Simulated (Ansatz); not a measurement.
# Sn, space group Immm: a convergence test of the plane-wave cutoff

Program: Ansatz 0.2.0 through its Python package.

Notebook, run cell by cell (the value of a cell's last expression is shown):

In [1]:
```python
import warnings

import ansatz as az
from tabulate import tabulate
```

In [2]:
```python
params = {
    'xc': 'lda',
    'mesh': (11, 11, 11),
    'smearing': 'fermi_dirac',
    'mixing_beta': 0.2,
}

warnings.simplefilter('ignore', az.DeckWarning)

cell = (
    az.Lattice.from_parameters(3.453078, 3.551094, 4.676684, alpha=90, beta=90, gamma=90)
    .space_group(71, hermann_mauguin='Immm')
    .atom('Sn', (0.0, 0.0, 0.0))
    .primitive()
)
```

In [3]:
```python
cell.resolved().tree()['lattice']
```
Out [3]:
```text
((-1.7265389999999998, 1.7755470000000002, 2.338342),
 (1.7265390000000003, -1.7755469999999998, 2.338342),
 (1.7265389999999998, 1.7755469999999998, -2.338342))
```

In [4]:
```python
base = (
    cell.calculation()
    .functional(params['xc'])
    .kpoints(*params['mesh'], shift=0.5)
    .occupations(params['smearing'], width=100 * az.meV)
    .mixing('broyden', beta=params['mixing_beta'])
    .scf(algorithm='density_mixing')
    .stress()
)
```

In [5]:
```python
rows = []
for value in [250, 325, 400, 475, 550, 625]:
    summary = base.basis(value).run().report
    rows.append((value, summary['free_energy_ev'] / len(summary['lattice']['sites']), summary['n_iterations'], sum(summary['stress_gpa'][i][i] for i in range(3)) / 3, summary['n_pw']))

print(tabulate(rows, headers=['cutoff (eV)', 'F/atom (eV)', 'iterations', 'P (GPa)', 'plane waves'], floatfmt='.4f', tablefmt='grid'))
```
```text
+---------------+---------------+--------------+-----------+---------------+
|   cutoff (eV) |   F/atom (eV) |   iterations |   P (GPa) |   plane waves |
+===============+===============+==============+===========+===============+
|           250 |    -5878.9583 |            8 |   -5.3150 |           275 |
+---------------+---------------+--------------+-----------+---------------+
|           325 |    -5879.4451 |            8 |   -4.6940 |           367 |
+---------------+---------------+--------------+-----------+---------------+
|           400 |    -5879.4512 |           10 |   -4.7468 |           535 |
+---------------+---------------+--------------+-----------+---------------+
|           475 |    -5879.4520 |            8 |   -4.7581 |           661 |
+---------------+---------------+--------------+-----------+---------------+
|           550 |    -5879.4522 |            8 |   -4.7593 |           849 |
+---------------+---------------+--------------+-----------+---------------+
|           625 |    -5879.4525 |           10 |   -4.7598 |          1005 |
+---------------+---------------+--------------+-----------+---------------+
```

In [6]:
```python
# differences from the last row
for row in rows[:-1]:
    shift = 1000 * (row[1] - rows[-1][1])
    print(f'{row[0]}: {shift:+.2f} meV/atom' + ('  (within 2 meV)' if abs(shift) < 2 else ''))
```
```text
250: +494.19 meV/atom
325: +7.36 meV/atom
400: +1.21 meV/atom  (within 2 meV)
475: +0.42 meV/atom  (within 2 meV)
550: +0.24 meV/atom  (within 2 meV)
```

From 400 eV on it stays within 2 meV an atom of the value at 625 eV; the first row (250 eV) is off by 494.2 meV and the last but one by 0.24 meV. The energy falls steadily, as expected when plane waves are added. The pressure moves from -5.32 to -4.76 GPa (the program's stress holds a Pulay correction, so it settles early).

Notes:
- The mesh is modest for a metal, so energies can be off by several to tens of meV an atom and pressures by half a GPa or more; differences at equal mesh fare better.
- Pressure is positive in compression.
- This isn't the structure that Sn takes at ambient conditions.
- Shifts are counted from the last row, which is itself no proven limit.
- The script silences the warnings on its input, which a real study should read.
- Hardware and time: 21 s on 1 thread of Arm Neoverse V2, with other jobs on the host, peak memory 0.45 GiB.
